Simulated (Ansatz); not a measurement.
The system is GaSn3.

```
Sn Ga
1.0
    -2.27240    2.27240    4.91073
     2.27240   -2.27240    4.91073
     2.27240    2.27240   -4.91073
Sn Ga
3 1
Direct
  0.50000 0.50000 0.00000
  0.25000 0.75000 0.50000
  0.75000 0.25000 0.50000
  0.00000 0.00000 0.00000
```

The cell comes from a database or a generator and needn't be the stable form of this composition.

- Program: Ansatz 0.2.0
- Task: relaxation of cell and atoms
- Functional: PBE
- Potentials or basis: Ansatz PAW
- Cutoff: 420 eV (not typed: the program's choice for these potentials)
- k mesh: 6 × 6 × 6
- Occupations: fermi-dirac, width 0.05 eV
- Spin: no spin polarisation

At the start: volume 25.36 Å³/atom.

**Question.** Where does the relaxation end?

**Answer.** It ends after 7 steps and the volume is 26.14 Å³/atom (+3.1 %); space group I4/mmm (No. 139, to 0.05 Å).

The path:
| step | energy change (eV) | largest force (eV/Å) | volume (Å³) |
| --- | --- | --- | --- |
| 1 | 0.0000 | 0.0000 | 101.43 |
| 2 | -0.0262 | 0.0000 | 105.46 |
| 3 | -0.0342 | 0.0000 | 105.42 |
| 4 | -0.0381 | 0.0000 | 104.61 |
| 5 | -0.0383 | 0.0000 | 104.47 |
| 6 | -0.0384 | 0.0000 | 104.57 |
| 7 | -0.0390 | 0.0000 | 104.57 |

Final structure:
```
Sn Ga
1.0
    -2.24699    2.24699    5.17777
     2.24699   -2.24699    5.17777
     2.24699    2.24699   -5.17777
Sn Ga
3 1
Direct
  0.50000 0.50000 0.00000
  0.25000 0.75000 0.50000
  0.75000 0.25000 0.50000
  0.00000 0.00000 0.00000
```

Caveat: the plane-wave basis is chosen anew once the cell has moved, so the energies of steps on either side of that aren't comparable.
